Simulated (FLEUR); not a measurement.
A run of FLEUR MaX-R8.1 (later development tree) is set up as follows.

Contents of inp.xml:

```xml
<?xml version="1.0" encoding="UTF-8" standalone="no"?>
<fleurInput fleurInputVersion="0.39">
   <comment>
      Pb                                                                                                  
   </comment>
   <calculationSetup>
      <cutoffs Kmax="3.8" Gmax="11.8" GmaxXC="11.8" numbands="0"/>
      <scfLoop itmax="90" minDistance="0.0001" maxIterBroyd="40" imix="Anderson" alpha="0.05" precondParam="0.8" spinf="2.0" sdNocoIR="T"/>
      <coreElectrons ctail="T" frcor="F" kcrel="0" coretail_lmax="0"/>
      <xcFunctional name="LibXC" relativisticCorrections="F">
         <LibXCName exchange="gga_x_am05" correlation="gga_c_am05"/>
      </xcFunctional>
      <magnetism jspins="1"/>
      <soc l_soc="F" theta="0.0" phi="0.0" spav="F"/>
      <expertModes spex="0" secvar="F"/>
      <geometryOptimization l_f="F" forcealpha="1.0" forcemix="BFGS" epsdisp="0.00001" epsforce="0.00001"/>
      <ldaU l_linMix="F" mixParam="0.05" spinf="1.0"/>
   </calculationSetup>
   <cell>
      <bzIntegration valenceElectrons="60.0" mode="hist" fermiSmearingEnergy="0.00183747">
         <kPointListSelection listName="default-1"/>
         <!-- k-points included here -->
         <xi:include xmlns:xi="http://www.w3.org/2001/XInclude" href="kpts.xml"> </xi:include>
      </bzIntegration>
      <!-- symmetry operations included here -->
      <xi:include xmlns:xi="http://www.w3.org/2001/XInclude" href="sym.xml"> </xi:include>
      <filmLattice scale="1.0" dVac="16.68" dTilda="19.18">
         <bravaisMatrixFilm>
            <row-1>    6.5762482186528608     0.0000000000000000</row-1>
            <row-2>   -3.2881241093264304     5.6951980188567406</row-2>
         </bravaisMatrixFilm>
         <vacuumEnergyParameters vacuum="1" spinUp="-.25" spinDown="-.25"/>
      </filmLattice>
   </cell>
   <atomSpecies>
      <species name="Lead (Pb)" element="Pb" atomicNumber="82">
         <mtSphere radius="2.66" gridPoints="879" logIncrement="0.015"/>
         <atomicCutoffs lmax="11" lnonsphr="8"/>
         <electronConfig flipSpins="F">
            <coreConfig>(1s1/2) (2s1/2) (2p1/2) (2p3/2) (3s1/2) (3p1/2) (3p3/2) (4s1/2) (3d3/2) (3d5/2) (4p1/2) (4p3/2) (4d3/2) (4d5/2) (4f5/2) (4f7/2) (5s1/2)</coreConfig>
            <valenceConfig>(5p1/2) (5p3/2) (6s1/2) (5d3/2) (5d5/2) (6p1/2) (6p3/2)</valenceConfig>
            <stateOccupation state="(6p1/2)" spinUp="0.333333" spinDown="0.333333"/>
            <stateOccupation state="(6p3/2)" spinUp="0.666667" spinDown="0.666667"/>
         </electronConfig>
         <energyParameters s="6" p="6" d="5" f="5"/>
         <lo type="SCLO" l="1" n="5" eDeriv="0"/>
         <lo type="SCLO" l="1" n="5" eDeriv="1"/>
         <lo type="SCLO" l="0" n="6" eDeriv="2"/>
         <lo type="SCLO" l="2" n="5" eDeriv="2"/>
         <lo type="SCLO" l="3" n="5" eDeriv="2"/>
      </species>
   </atomSpecies>
   <atomGroups>
      <atomGroup species="Lead (Pb)">
         <filmPos label="                   1">1.000/3.000 -1.000/3.000 -5.2817844989</filmPos>
         <filmPos label="                   3">1.000/3.000 -1.000/3.000 5.2817845378</filmPos>
         <force calculate="T" relaxXYZ="TTT"/>
      </atomGroup>
      <atomGroup species="Lead (Pb)">
         <filmPos label="                   2">-1.000/3.000 1.000/3.000 .0000000195</filmPos>
         <force calculate="T" relaxXYZ="TTT"/>
      </atomGroup>
   </atomGroups>
   <output dos="F" band="F" slice="F">
      <checks vchk="F" cdinf="F"/>
      <bandDOS minEnergy="-.5*Htr" maxEnergy="0.5*Htr" sigma="0.015" storeEVData="T"/>
      <vacuumDOS vacdos="F" integ="F" star="F" nstars="0" locx1="0.0" locy1="0.0" locx2="0.0" locy2="0.0" nstm="0" tworkf="0.0"/>
      <unfoldingBand unfoldBand="F" supercellX="1" supercellY="1" supercellZ="1"/>
      <plotting iplot="0" polar="F">
         <plot TwoD="T" vec1="  1.0  0.0  0.0" vec2="  0.0  1.0  0.0" vec3="  0.0  0.0  1.0" zero="  0.0  0.0 -0.5" file="plot"/>
      </plotting>
      <chargeDensitySlicing numkpt="0" minEigenval="0.0" maxEigenval="0.0" nnne="0" pallst="F"/>
      <specialOutput eonly="F"/>
      <moessbauerParams electricFieldGradient="T" isomerShift="T" coreHyperfine="T" valenceHyperfine="T"/>
      <magneticCircularDichroism mcd="F" energyLo="-10.0" energyUp="0.0"/>
   </output>
  <!-- We include the file relax.xml here to enable relaxations (see documentation) -->
  <xi:include xmlns:xi="http://www.w3.org/2001/XInclude" href="relax.xml"> <xi:fallback/> </xi:include>
</fleurInput>
```

File crystal.txt:

```
Pb
&input film=T /
3.4800006906  0.0000000000  0.0000000000
-1.7400003453  3.0137690032  0.0000000000
0.0000000000  0.0000000000  20.5900000000
1.8897261246
1.0 1.0 1.0

3
82 0.3333333333  0.6666666666  -5.2817844989
82 0.6666666667  0.3333333334  0.0000000195
82 0.3333333333  0.6666666666  5.2817845378

&kpt div1=9 div2=9 div3=1 gamma=T /
```

The input inp.xml (dos):

```
<?xml version="1.0" encoding="UTF-8" standalone="no"?>
<fleurInput fleurInputVersion="0.39">
   <comment>
      Pb                                                                                                  
   </comment>
   <calculationSetup>
      <cutoffs Kmax="3.8" Gmax="11.8" GmaxXC="11.8" numbands="0"/>
      <scfLoop itmax="90" minDistance="0.0001" maxIterBroyd="40" imix="Anderson" alpha="0.05" precondParam="0.8" spinf="2.0" sdNocoIR="T"/>
      <coreElectrons ctail="T" frcor="F" kcrel="0" coretail_lmax="0"/>
      <xcFunctional name="LibXC" relativisticCorrections="F">
         <LibXCName exchange="gga_x_am05" correlation="gga_c_am05"/>
      </xcFunctional>
      <magnetism jspins="1"/>
      <soc l_soc="F" theta="0.0" phi="0.0" spav="F"/>
      <expertModes spex="0" secvar="F"/>
      <geometryOptimization l_f="F" forcealpha="1.0" forcemix="BFGS" epsdisp="0.00001" epsforce="0.00001"/>
      <ldaU l_linMix="F" mixParam="0.05" spinf="1.0"/>
   </calculationSetup>
   <cell>
      <bzIntegration valenceElectrons="60.0" mode="hist" fermiSmearingEnergy="0.00183747">
         <kPointListSelection listName="default-1"/>
         <!-- k-points included here -->
         <xi:include xmlns:xi="http://www.w3.org/2001/XInclude" href="kpts.xml"> </xi:include>
      </bzIntegration>
      <!-- symmetry operations included here -->
      <xi:include xmlns:xi="http://www.w3.org/2001/XInclude" href="sym.xml"> </xi:include>
      <filmLattice scale="1.0" dVac="16.68" dTilda="19.18">
         <bravaisMatrixFilm>
            <row-1>    6.5762482186528608     0.0000000000000000</row-1>
            <row-2>   -3.2881241093264304     5.6951980188567406</row-2>
         </bravaisMatrixFilm>
         <vacuumEnergyParameters vacuum="1" spinUp="-.25" spinDown="-.25"/>
      </filmLattice>
   </cell>
   <atomSpecies>
      <species name="Lead (Pb)" element="Pb" atomicNumber="82">
         <mtSphere radius="2.66" gridPoints="879" logIncrement="0.015"/>
         <atomicCutoffs lmax="11" lnonsphr="8"/>
         <electronConfig flipSpins="F">
            <coreConfig>(1s1/2) (2s1/2) (2p1/2) (2p3/2) (3s1/2) (3p1/2) (3p3/2) (4s1/2) (3d3/2) (3d5/2) (4p1/2) (4p3/2) (4d3/2) (4d5/2) (4f5/2) (4f7/2) (5s1/2)</coreConfig>
            <valenceConfig>(5p1/2) (5p3/2) (6s1/2) (5d3/2) (5d5/2) (6p1/2) (6p3/2)</valenceConfig>
            <stateOccupation state="(6p1/2)" spinUp="0.333333" spinDown="0.333333"/>
            <stateOccupation state="(6p3/2)" spinUp="0.666667" spinDown="0.666667"/>
         </electronConfig>
         <energyParameters s="6" p="6" d="5" f="5"/>
         <lo type="SCLO" l="1" n="5" eDeriv="0"/>
         <lo type="SCLO" l="1" n="5" eDeriv="1"/>
         <lo type="SCLO" l="0" n="6" eDeriv="2"/>
         <lo type="SCLO" l="2" n="5" eDeriv="2"/>
         <lo type="SCLO" l="3" n="5" eDeriv="2"/>
      </species>
   </atomSpecies>
   <atomGroups>
      <atomGroup species="Lead (Pb)">
         <filmPos label="                   1">1.000/3.000 -1.000/3.000 -5.2817844989</filmPos>
         <filmPos label="                   3">1.000/3.000 -1.000/3.000 5.2817845378</filmPos>
         <force calculate="T" relaxXYZ="TTT"/>
      </atomGroup>
      <atomGroup species="Lead (Pb)">
         <filmPos label="                   2">-1.000/3.000 1.000/3.000 .0000000195</filmPos>
         <force calculate="T" relaxXYZ="TTT"/>
      </atomGroup>
   </atomGroups>
   <output dos="T" band="F" slice="F">
      <checks vchk="F" cdinf="F"/>
      <bandDOS minEnergy="-0.8*Htr" maxEnergy="0.5*Htr" sigma="0.005" storeEVData="T"/>
      <vacuumDOS vacdos="F" integ="F" star="F" nstars="0" locx1="0.0" locy1="0.0" locx2="0.0" locy2="0.0" nstm="0" tworkf="0.0"/>
      <unfoldingBand unfoldBand="F" supercellX="1" supercellY="1" supercellZ="1"/>
      <plotting iplot="0" polar="F">
         <plot TwoD="T" vec1="  1.0  0.0  0.0" vec2="  0.0  1.0  0.0" vec3="  0.0  0.0  1.0" zero="  0.0  0.0 -0.5" file="plot"/>
      </plotting>
      <chargeDensitySlicing numkpt="0" minEigenval="0.0" maxEigenval="0.0" nnne="0" pallst="F"/>
      <specialOutput eonly="F"/>
      <moessbauerParams electricFieldGradient="T" isomerShift="T" coreHyperfine="T" valenceHyperfine="T"/>
      <magneticCircularDichroism mcd="F" energyLo="-10.0" energyUp="0.0"/>
   </output>
  <!-- We include the file relax.xml here to enable relaxations (see documentation) -->
  <xi:include xmlns:xi="http://www.w3.org/2001/XInclude" href="relax.xml"> <xi:fallback/> </xi:include>
</fleurInput>
```

Potentials or basis: all-electron, FLAPW.

The run is started by

```bash
$ inpgen -f crystal.txt -profile fastHighL
$ # inp.xml edited to the form shown
$ mpirun -n 4 fleur_MPI
$ mpirun -n 4 fleur_MPI   # second run, on inp.xml (dos)
```

(1) What does it give for the band gap on the k mesh?

(2) Estimate the work function of the lower face.

(3) What does it give for the work function of the upper face?

Results:

(1) none (metal or under the smearing width).

(2) 3.79 eV.

(3) 3.79 eV.
